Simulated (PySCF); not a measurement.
# PSe: from the state search to spectroscopic constants

Aim: find the lowest electronic state of PSe, scan its bond at several levels of theory, and get bond length, wavenumber and dissociation energy from each curve.

Program: PySCF 2.14.0. Level of theory: P 6-31G(d,p), Se 6-31G(d,p), no relativity. These are calculated values, not measurements.

## (1) Input

The job is set up so:

| Item | Value |
| --- | --- |
| atoms | P, Se |
| charge | 0 |
| basis | P 6-31G(d,p), Se 6-31G(d,p) |
| Hamiltonian | no relativity |
| basis functions | 50 |
| electrons treated | 49 |
| masses in u | 30.9738, 79.9165 |
| levels | PBE0, PBE, r²SCAN, BP86, PW91, TPSS, HF, MP2, SCS-MP2, CCSD, CCSD(T) |
| grid | 80 radial by 434 angular points |
| occupations | held fixed by the projection of orbital angular momentum |
| dissociation limit | P + Se, each in its ground configuration |
| starting distance in angstrom | 2.180 |
| values of 2S to try | 1, 3, 5 |

Started as:

```
$ OMP_NUM_THREADS=1 python dia.py task.json out
```

After this run come: First curve: PBE0; Excited determinants; PBE (GGA); r²SCAN (meta-GGA); BP86 (GGA); PW91; TPSS (meta-GGA); UHF; MP2 and coupled cluster.

**Question.** What will these runs give? Wanted: for each run, Re; ωe; De; μ.

As calculated:

Lowest PBE0 solution found, without spin–orbit coupling: ²Π (doublet), unpaired electrons π ↑. State 2 has its PBE0 minimum 1.63 eV higher. The other levels ran on the lowest alone.

| level | Re (Å) | ωe (cm⁻¹) | De (eV) | μ (D) |
| --- | --- | --- | --- | --- |
| UHF-CCSD | 2.058 | 565 | 2.71 | n/a |
| PBE | 2.070 | 551 | 4.09 | -0.19 |
| PW91 | 2.070 | 550 | 4.12 | -0.21 |
| BP86 | 2.074 | 545 | 4.14 | -0.22 |
| TPSS | 2.062 | 558 | 3.92 | -0.24 |
| r²SCAN | 2.052 | 573 | 3.73 | -0.26 |
| PBE0 | 2.041 | 590 | 3.64 | -0.33 |

De is counted to P + Se in their ground configurations. A positive dipole means P(−)Se(+). No constants: UHF (the points don't follow one smooth fit); UHF-MP2 (the points don't follow one smooth fit); UHF-SCS-MP2 (the points don't follow one smooth fit); UHF-CCSD(T) (the points don't follow one smooth fit).

**Reading.** The methods spread over 0.033 Å in bond length, from PBE0 to BP86. Of the levels with a De here, UHF-CCSD gives the least (2.71 eV) and BP86 the most (4.14 eV).

Correlated steps freeze 14 core orbitals. T1 is 0.026 near the minimum (highest on the curve 0.052), which may point to more than one leading configuration.
